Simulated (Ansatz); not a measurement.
# Bi2Te5: the cost of one run

Program: Ansatz 0.2.0. Level of theory: DFT PBE, scalar-relativistic, plane waves, PAW. These are calculated values, not measurements.

**1. The structure to begin with**

It takes space group P4/mmm (No. 123, tetragonal). The conventional cell has a = 7.467 Å, b = 7.467 Å, c = 4.604 Å, α = 90.00°, β = 90.00°, γ = 90.00°. Bi (site symmetry mmm) is surrounded by 4 Te at 2.78 Å. Te (site symmetry m2m) has 4 Te at 2.52 to 2.91 Å and 2 Bi at 2.78 Å in its first shell of neighbours. Te (site symmetry 4/mmm) is surrounded by 8 Te at 2.91 Å.

Coordinates:

```
CELL_PARAMETERS angstrom
7.46737 0.00000 0.00000
0.00000 7.46737 0.00000
0.00000 0.00000 4.60358
ATOMIC_POSITIONS crystal
Bi 0.50000 0.00000 0.00000
Bi 0.00000 0.50000 0.00000
Te 0.66852 0.66852 0.00000
Te 0.33148 0.33148 0.00000
Te 0.33148 0.66852 0.00000
Te 0.66852 0.33148 0.00000
Te 0.50000 0.50000 0.50000
```

A structure generator made this guess: random cell by space group and Wyckoff sites (P4/mmm, No. 123). Lengths come from tabulated atomic sizes and are only a guess.

**2. The guess as it stands, on a coarse mesh**

Contents of input.yaml:

```yaml
crystal:
  lattice:
    - [7.46736836, 0.0, 0.0]
    - [0.0, 7.46736836, 0.0]
    - [0.0, 0.0, 4.60357676]
  atoms:
    - { symbol: Bi, position: [0.5, 0.0, 0.0] }
    - { symbol: Bi, position: [0.0, 0.5, 0.0] }
    - { symbol: Te, position: [0.66851716, 0.66851716, 0.0] }
    - { symbol: Te, position: [0.33148284, 0.33148284, 0.0] }
    - { symbol: Te, position: [0.33148284, 0.66851716, 0.0] }
    - { symbol: Te, position: [0.66851716, 0.33148284, 0.0] }
    - { symbol: Te, position: [0.5, 0.5, 0.5] }
basis:
  ecutwfc: 420
kpoints:
  mp_grid: { grid: [4, 4, 4] }
hamiltonian:
  xc: pbe
scf:
  occupations: { method: gaussian, width: 0.1 }
  lower_state_search: "off"
output:
  forces: true
  stress: true
  eigenvalues: true
```

Started as:

```bash
$ ansatz run input.yaml --threads 1 --pin off --max-ram 2560MiB --backend cpu --events-out ev --progress --plain --runs-dir out
```

What time and memory should one allow on 1 thread of Arm Neoverse N1, shared host?

About 39 s, with a peak of 0.57 GiB.
